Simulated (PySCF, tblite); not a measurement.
# C₅H₁₀O₃: geometry, infrared bands and NMR shifts

Aim: predict the infrared bands and NMR shifts of C₅H₁₀O₃ (`CCCOC(=O)OC`).

Programs: tblite 0.8.0 and PySCF 2.14.0, with density-fitted response routines of our own. Each step states its level of theory. These are calculated values for one molecule in the gas phase, unless marked as measured. Atoms count from 0, in the outputs and in this text.

## (1) The starting structure

18 atoms, charge 0, multiplicity 1; geometry from: force field or distance geometry start.

Bonds of the start (Å): C0–C1 1.50, C1–C2 1.53, C2–O3 1.41, O3–C4 1.35, C4–O5 1.23, C4–O6 1.35, O6–C7 1.43, C0–H8 1.09, C0–H9 1.10, C0–H10 1.10, C1–H11 1.11, C1–H12 1.10, C2–H13 1.10, C2–H14 1.10, C7–H15 1.09, C7–H16 1.09, C7–H17 1.09.

## (2) Geometry optimisation with GFN2-xTB

Job settings and geometry (Å):

```
{"job": {"kind": "relax", "xc": "GFN2-xTB", "basis": "xTB"}, "charge": 0, "multiplicity": 1}
C     -3.276700     0.414600    -0.174900
C     -2.054200    -0.265900     0.367200
C     -0.762200     0.262900    -0.253000
O      0.336500    -0.426200     0.309600
C      1.544000    -0.049800    -0.155700
O      1.732700     0.811100    -1.012100
O      2.503000    -0.778700     0.453700
C      3.835100    -0.466400     0.042000
H     -3.365000     0.262000    -1.253600
H     -3.258600     1.493100     0.024600
H     -4.189500     0.011300     0.295800
H     -2.007500    -0.142100     1.466500
H     -2.122900    -1.350200     0.216800
H     -0.668700     1.338600    -0.055500
H     -0.792800     0.107500    -1.337700
H      3.949400    -0.673900    -1.018400
H      4.070500     0.575900     0.266800
H      4.518200    -1.117500     0.592900
```

Launch:

```
$ OMP_NUM_THREADS=1 python probes_run.py task.json out
```

One launch serves the whole session: the jobs run in the order shown.

**Question.** This job is followed by: GFN2-xTB harmonic vibrations, gas phase; GIAO PBE0/pcSseg-1 NMR shielding, non-relativistic, gas phase. What will the session give for the following? strongest single infrared mode (GFN2-xTB); zero-point energy (GFN2-xTB); 13C shifts against TMS (PBE0/pcSseg-1); 1H shifts against TMS (PBE0/pcSseg-1, means over atoms taken as alike); 17O shifts against H2O (PBE0/pcSseg-1).

**Answer**, as computed:

| quantity | value |
| --- | --- |
| strongest single infrared mode (GFN2-xTB) | 1212 cm⁻¹, 898 km/mol |
| zero-point energy (GFN2-xTB) | 92.7 kcal/mol |
| 13C shifts against TMS (PBE0/pcSseg-1) | 163.7, 73.5, 56.3, 25.7, 11.2 ppm |
| 1H shifts against TMS (PBE0/pcSseg-1, means over atoms taken as alike) | 3.99, 3.89, 1.76, 0.99 ppm |
| 17O shifts against H2O (PBE0/pcSseg-1) | 311.9, 169.1, 143.6 ppm |

What this shows: The optimisation took 24 steps and gained 0.099 eV; among the close pairs (by a distance rule), C4–O5 changed most, from 1.229 to 1.199 Å. All 48 modes are real, so the xTB geometry is a minimum. The strongest single mode, at 1212 cm⁻¹, moves mainly C4. GFN2-xTB is a fitted tight-binding method: band positions and strengths are rough. Its intensities can rank the bands wrongly. The most deshielded carbon is C4 (carbonate carbon), at 163.7 ppm: it is a carbonyl in resonance with an O or N lone pair, the region of acids, esters and amides. H13, H14 (mean) (hydrogen on an sp3 CH2 bonded to O) lies farthest downfield among hydrogen, at 3.99 ppm; its carbon carries O, hence the downfield position. At PBE0/pcSseg-1: The largest span, 436 ppm, is at O5, where the paramagnetic term is -379 ppm.
